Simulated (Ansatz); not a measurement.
# HfSiH₂ (singlet): from Hartree-Fock to the top rungs at a displaced geometry (v2), def2-SVP

An exercise on one series of results from a longer session: the logs are not shown, and one member is left open.

The runs use Ansatz 0.2.0, Gaussian basis; def2-SVP, core rule «outside noble gas», up to 9 orbitals frozen.

To be run: UHF; CCSD(T) on RHF; CCSD(T) on UHF; CISD; CCSDT(Q) on RHF; CCSDT(Q) on UHF; CASSCF and MRCISD+Q, 8 electrons in 8 orbitals; CASSCF and NEVPT2, 8 electrons in 8 orbitals.

17 further runs of the same task are left out: 6 that didn't finish, 11 set aside as unsound or not needed. Runs told in other sessions of the task aren't counted.

**The geometry**

The geometry is a PBE0/def2-TZVP stationary point (not a proven minimum) with its atoms shifted at random (size 0.100 Å). No spin-orbit coupling is included. Elements past krypton take def2 core potentials.

4 atoms, charge 0, spin multiplicity 1.

Atoms are counted from 1 here; the program's logs count them from 0.

Bond lengths: Hf1–Si2 2.451 Å, Si2–H3 1.479 Å, Si2–H4 1.573 Å. Angles: Hf1–Si2–H3 126.4°, Hf1–Si2–H4 122.5°, H3–Si2–H4 109.4°.

As a file:

```mol
H2HfSi
  3D, bonds by distance, orders not assigned

  4  3  0  0  0  0  0  0  0  0999 V2000
    0.0227   -0.0006    0.3613 Hf  0  0
   -0.1422    0.0077   -2.0837 Si  0  0
   -0.0656    1.1925   -2.9652 H   0  0
    0.0175   -1.2972   -2.9470 H   0  0
  1  2  8  0
  2  3  8  0
  2  4  8  0
M  END
```

The first run:

Input file in.yaml:

```yaml
crystal:
  periodic: [false, false, false]
  atoms:
    - {symbol: Hf, position_ang: [0.022651, -0.000628, 0.361265]}
    - {symbol: Si, position_ang: [-0.142224, 0.007746, -2.083744]}
    - {symbol: H, position_ang: [-0.065603, 1.192525, -2.965226]}
    - {symbol: H, position_ang: [0.017505, -1.297151, -2.947011]}
basis:
  gaussian: {orbitals: def2-SVP}
magnetization: {spin_polarized: true, initial_magnetization: 0}
hamiltonian: {xc: hf}
output: {orbitals: {seedname: orbitals}}
```

Command:

```
$ ansatz run in.yaml --threads 1 --pin off --events-out ev --progress --plain --max-ram 2393MiB
```

Steps of the session up to this table: UHF; CCSD(T) on RHF; CCSD(T) on UHF; CISD; CCSDT(Q) on RHF; CCSDT(Q) on UHF; CASSCF and MRCISD+Q, 8 electrons in 8 orbitals; CASSCF and NEVPT2, 8 electrons in 8 orbitals.

One table of the session follows, with a row left open; its other results are not shown here.

It belongs to the step «Misses and costs». 

| method | from RCCSDT(Q) (meV) |
| --- | --- |
| RHF | +6109.0 |
| UHF | +5609.2 |
| RMP2 | +1322.4 |
| UMP2 | +1850.4 |
| CISD | +1044.7 |
| RCCSD | +425.1 |
| UCCSD | ? |
| RCCSD(T) | +87.2 |
| UCCSD(T) | +226.8 |
| RCCSDT | +32.5 |
| UCCSDT | +103.2 |
| RCCSDT(Q) | 0 |
| UCCSDT(Q) | +51.2 |
| CASSCF frontier | +3929.3 |
| NEVPT2 frontier | +1184.4 |
| MRCISD frontier | +472.9 |
| MRCISD+Q frontier | +93.8 |

Estimate the missing values for UCCSD.

**Answer.** from RCCSDT(Q) (meV): +522.4. In the column «from RCCSDT(Q) (meV)» it lies between MRCISD frontier (+472.9) and CISD (+1044.7).

Limits of these values: The determinant of HF (⟨S²⟩ 1.38) is far from a pure spin state, so its energy mixes those of several spin states; that is harmless only where they are near-degenerate. The determinant of CCSD(T) (⟨S²⟩ 1.38) is far from a pure spin state, so its energy mixes those of several spin states; high orders of coupled cluster remove much of that, low ones don't. The determinant of CCSDT(Q) (⟨S²⟩ 1.38) is far from a pure spin state, so its energy mixes those of several spin states; high orders of coupled cluster remove much of that, low ones don't. Warnings: restricted reference is unstable; spin contamination; large T1 diagnostic. Restricted and unrestricted rows rest on different reference determinants; a gap between their highest levels can come from leftover correlation error, from unlike frozen cores or from another state.
